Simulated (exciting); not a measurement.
Input of an exciting (release sodium) run:

Contents of input.xml:

```xml
<input>
  <title>HoAs</title>
  <structure speciespath="./" tshift="false">
    <crystal scale="1">
      <basevect>0.000000000000 5.450915006483 5.450915006483</basevect>
      <basevect>5.450915006483 0.000000000000 5.450915006483</basevect>
      <basevect>5.450915006483 5.450915006483 0.000000000000</basevect>
    </crystal>
    <species speciesfile="Ho.xml" rmt="2.3">
      <atom coord="0.500000000000 0.500000000000 0.500000000000" bfcmt="0 0 -8"/>
    </species>
    <species speciesfile="As.xml" rmt="2">
      <atom coord="0.000000000000 0.000000000000 0.000000000000" bfcmt="0 0 0"/>
    </species>
  </structure>
  <groundstate do="fromscratch" ngridk="8 8 8" rgkmax="9" gmaxvr="14" lmaxapw="10" lmaxmat="10" lmaxvr="8" xctype="GGA_PBE_SOL" stype="Fermi Dirac" swidth="0.00183747" nempty="26" ValenceRelativity="iora*" epsengy="1e-05" epspot="1e-05" maxscl="90" tforce="true" outputlevel="normal">
    <spin reducebf="0.5"/>
  </groundstate>
  <properties>
    <chargedensityplot>
      <plot3d>
        <box grid="21 21 21">
          <origin coord="0 0 0"/>
          <point coord="1 0 0"/>
          <point coord="0 1 0"/>
          <point coord="0 0 1"/>
        </box>
      </plot3d>
    </chargedensityplot>
    <elfplot>
      <plot3d>
        <box grid="21 21 21">
          <origin coord="0 0 0"/>
          <point coord="1 0 0"/>
          <point coord="0 1 0"/>
          <point coord="0 0 1"/>
        </box>
      </plot3d>
    </elfplot>
    <exccplot>
      <plot3d>
        <box grid="21 21 21">
          <origin coord="0 0 0"/>
          <point coord="1 0 0"/>
          <point coord="0 1 0"/>
          <point coord="0 0 1"/>
        </box>
      </plot3d>
    </exccplot>
  </properties>
</input>
```

Potentials or basis: all-electron LAPW+lo, shipped species files, valence relativity iora*.

The run is started by

```sh
$ OMP_NUM_THREADS=1 exciting_smp
```

(1) What does it give for the band gap on the k mesh?

(2) What does it give for the net moment?

(3) What does it give for the site moments?

Results:

(1) none (metal or under the smearing width).

(2) 3.83 μB per cell.

(3) Ho +3.72; As +0.01 μB.

Caveat: the magnetic or orbital state may not be the lowest; spin-orbit coupling is left out, which moves the levels of the heavy elements; without U or exact exchange the open f shell lies at the Fermi level, which spoils levels, moments and volumes.
